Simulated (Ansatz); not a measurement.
# ClFH5NSi: the cost of one run

Program: Ansatz 0.2.0, Gaussian basis. Level of theory: PBE0-D4, def2-SVP first, then def2-TZVP. These are calculated values, not measurements.

152 further runs of the same task are left out: 152 set aside as unsound or not needed.

**1. Starting geometry**

The guess: 9 atoms, charge 0, spin multiplicity 1.

Atoms are counted from 1 here; the program's logs count them from 0.

Bond lengths: Si1–H3 1.443 Å, Si1–H4 1.443 Å, Si1–N5 1.713 Å, Si1–Cl7 2.373 Å, N5–H8 1.006 Å, N5–H9 1.006 Å, H6–Cl7 1.444 Å. Angles: H3–Si1–H4 137.8°, H3–Si1–N5 103.1°, H3–Si1–Cl7 103.4°, H4–Si1–N5 103.2°, H4–Si1–Cl7 103.0°, N5–Si1–Cl7 101.5°, Si1–N5–H8 122.9°, Si1–N5–H9 122.9°, H8–N5–H9 110.8°, Si1–Cl7–H6 69.4°.

As a file:

```mol
ClFH5NSi
  3D, bonds by distance, orders not assigned

  9  7  0  0  0  0  0  0  0  0999 V2000
    0.2006   -0.2730    0.2854 Si  0  0
    2.2421    0.4594    0.0477 F   0  0
    0.7875   -1.3802   -0.4306 H   0  0
    0.3788    0.3956    1.5521 H   0  0
   -1.4722   -0.6429    0.2699 N   0  0
    1.6188    1.2171   -0.7507 H   0  0
    0.3068    1.5098   -1.2774 Cl  0  0
   -1.9033   -1.1962   -0.4512 H   0  0
   -2.1590   -0.0897    0.7549 H   0  0
  1  3  8  0
  1  4  8  0
  1  5  8  0
  1  7  8  0
  5  8  8  0
  5  9  8  0
  6  7  8  0
M  END
```

Distances that are to change: Si1–Cl7 2.37 Å, F2–H6 1.26 Å, Si1–F2 2.18 Å, H6–Cl7 1.44 Å.

**2. Relaxing the guess with the reacting distances held**

File hold/in.yaml:

```yaml
crystal:
  periodic: [false, false, false]
  atoms:
    - {symbol: Si, position_ang: [0.200600, -0.273000, 0.285400]}
    - {symbol: F, position_ang: [2.242100, 0.459400, 0.047700]}
    - {symbol: H, position_ang: [0.787500, -1.380200, -0.430600]}
    - {symbol: H, position_ang: [0.378800, 0.395600, 1.552100]}
    - {symbol: N, position_ang: [-1.472200, -0.642900, 0.269900]}
    - {symbol: H, position_ang: [1.618800, 1.217100, -0.750700]}
    - {symbol: Cl, position_ang: [0.306800, 1.509800, -1.277400]}
    - {symbol: H, position_ang: [-1.903300, -1.196200, -0.451200]}
    - {symbol: H, position_ang: [-2.159000, -0.089700, 0.754900]}
basis:
  gaussian: {orbitals: def2-SVP}
hamiltonian: {xc: pbe0, dispersion: d4}
relax: {f_tol: 0.04, max_steps: 150, escape_saddle: false, constraints: [{distance: [0, 6]}, {distance: [1, 5]}, {distance: [0, 1]}, {distance: [5, 6]}]}
```

The run is started by

```bash
$ ansatz run in.yaml --threads 4 --pin off --events-out ev --progress --plain --max-ram 9574MiB
```

**Question.** How long does this run take on 4 threads of Arm Neoverse V1, shared host?

About 4.3 s.
